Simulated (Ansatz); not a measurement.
# Ga2PN: the cell at several levels of theory

Aim: relax Ga2PN, ordered on the rocksalt lattice (P4/mmm) with 4 atoms a cell with PBE and r2SCAN and see how far the functionals disagree on the cell. This is a trial cell built on a prototype, not taken from a measured structure, and it needn't be the compound's ground state.

The runs shown are made with Ansatz 0.2.0. PAW datasets, plane waves, zero pressure. Note: simulated data, non-magnetic, for a generated structure that need not be the stable one.

## Step 1: The structure to begin with

This is the cell as the run starts from it, not yet at rest; its lengths are not the crystal's.

The symmetry is P4/mmm (No. 123, tetragonal); a = 3.083 Å, c = 4.360 Å in the conventional setting, 10.36 Å³ an atom. Near N stand 6 Ga at 2.18 Å; near Ga stand 2 N at 2.18 Å and 4 P at 2.18 Å; near P stand 6 Ga at 2.18 Å; near Ga stand 2 P at 2.18 Å and 4 N at 2.18 Å.

The structure in full:

```xyz
4
Lattice="3.0832 0.0000 0.0000 0.0000 3.0832 0.0000 0.0000 0.0000 4.3604" Properties=species:S:1:pos:R:3 pbc="T T T"
N     0.0000    0.0000    0.0000
Ga    0.0000    0.0000    2.1802
P     1.5416    1.5416    2.1802
Ga    1.5416    1.5416    0.0000
```

## Step 2: PBE: cell and atoms

File input.yaml:

```yaml
crystal:
  lattice:
    - [3.0832380031, 0.0, 0.0]
    - [0.0, 3.0832380031, 0.0]
    - [0.0, 0.0, 4.360357]
  atoms:
    - { symbol: "N", position: [0.0, 0.0, 0.0] }
    - { symbol: Ga, position: [0.0, 0.0, 0.5] }
    - { symbol: P, position: [0.5, 0.5, 0.5] }
    - { symbol: Ga, position: [0.5, 0.5, 0.0] }
kpoints:
  mp_grid: { grid: [8, 8, 6] }
hamiltonian:
  xc: pbe
scf:
  occupations: { method: fermi_dirac, width: 0.02 }
relax:
  f_tol: 0.005
  cell: {}
```

Launch:

```sh
$ ansatz run input.yaml --threads 2 --pin off --max-ram 2211MiB --backend cpu --events-out ev --progress --plain --runs-dir out
```

The runs that follow: Relaxation with r2SCAN.

**Question.** What will these runs give? Wanted: for each run, a; c; volume; space group; SCF geometries.

As calculated:

| level | a (Å) | c (Å) | volume (Å³/atom) | space group | SCF geometries |
| --- | --- | --- | --- | --- | --- |
| PBE | 3.388 | 4.791 | 13.751 | P4/mmm | 9 |
| r2SCAN | 3.352 | 4.733 | 13.295 | P4/mmm | 5 |

In words: From the start to the first minimum the volume moved by +32.7 %. r2SCAN gives the smallest cell and PBE the largest; they differ by 3.4 % in volume, a mean of 1.1 % in length.
